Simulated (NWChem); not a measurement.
# GaH2O (SMILES [O][GaH2]) at UHF/6-311G(d,p)

What is the vertical ionisation energy of GaH2O at UHF/6-311G**? 

The results are computed with NWChem 7.3.0.

### 1 The molecule

GaH2O has 4 atoms, charge 0, and is taken as a doublet. SMILES: `[O][GaH2]`. The shape is that of a PBE0-D4/def2-TZVP optimisation.

Bond lengths: O1–Ga2 1.794 Å, Ga2–H3 1.556 Å, Ga2–H4 1.556 Å. Angles: O1–Ga2–H3 114.9°, O1–Ga2–H4 114.9°, H3–Ga2–H4 130.2°.

### 2 A single-point energy at UHF/6-311G(d,p)

File input.xyz:

```xyz
4
GaH2O energy
O     -0.885700    -0.494600     1.322100
Ga     0.078800     0.019500    -0.100900
H     -0.675200    -0.040800    -1.460300
H      1.537600     0.455600     0.218700
```

File input.nw:

```
start input
title "GaH2O energy"
memory stack 880 mb heap 220 mb global 1100 mb

geometry units angstrom noautosym nocenter noautoz
load format xyz input.xyz
end

basis spherical bse
* library 6-311G**
end

scf
nopen 1
uhf
thresh 1e-08
maxiter 80
print low
end

task scf
```

Run with:

```sh
$ nwchem input.nw > input.out
```

Log:

```text
[...]
  functions       =    74
[...]
  wavefunction    = UHF
[...]
         Total SCF energy =  -1999.211054325186
      One electron energy =  -2983.682768670523
      Two electron energy =    887.059285232539
 Nuclear repulsion energy =     97.412429112797
                       Sz =      0.5000
                 Sz(Sz+1) =      0.7500
                      S^2 =      0.7590
[...]
```

Wall time 14 s (1 thread of Intel Xeon Platinum 8488C (Sapphire Rapids), shared host); peak memory 0.099 GiB.

### 3 The singlet cation

File gah2o.nw:

```
start gah2o
memory total 2200 mb
charge 1

geometry units angstrom noautosym nocenter noautoz
  O       -0.885700      -0.494600       1.322100
  Ga       0.078800       0.019500      -0.100900
  H       -0.675200      -0.040800      -1.460300
  H        1.537600       0.455600       0.218700
end

basis spherical bse
  O library 6-311G**
  Ga library 6-311G**
  H library 6-311G**
end

scf
  thresh 1e-08
  maxiter 80
  print low
end

task scf energy
```

Run with:

```sh
$ nwchem gah2o.nw > gah2o.out
```

Log:

```text
[...]
  functions       =    74
[...]
  wavefunction    = RHF
[...]
         Total SCF energy =  -1998.744648538785
      One-electron energy =  -2971.293082330881
      Two-electron energy =    875.136004679298
 Nuclear repulsion energy =     97.412429112797
        Time for solution =     11.3s
 Task  times  cpu:       11.5s     wall:       11.5s
[...]
```

Wall time 12 s (1 thread of Intel Xeon Platinum 8488C (Sapphire Rapids), shared host); peak memory 0.097 GiB.

### 4 Outcome

Level: UHF/6-311G**.

| quantity | value |
| --- | --- |
| doublet GaH2O: total energy | -1999.21105 Eh |
| doublet GaH2O: ⟨S²⟩ | 0.759 |
| singlet cation: total energy | -1998.74465 Eh |
| vertical ionisation energy (to the singlet cation) | 12.692 eV |

In words: Removing an electron at fixed nuclei costs 12.69 eV (293 kcal/mol). Only the singlet of the ionised species was computed; a triplet could lie lower.
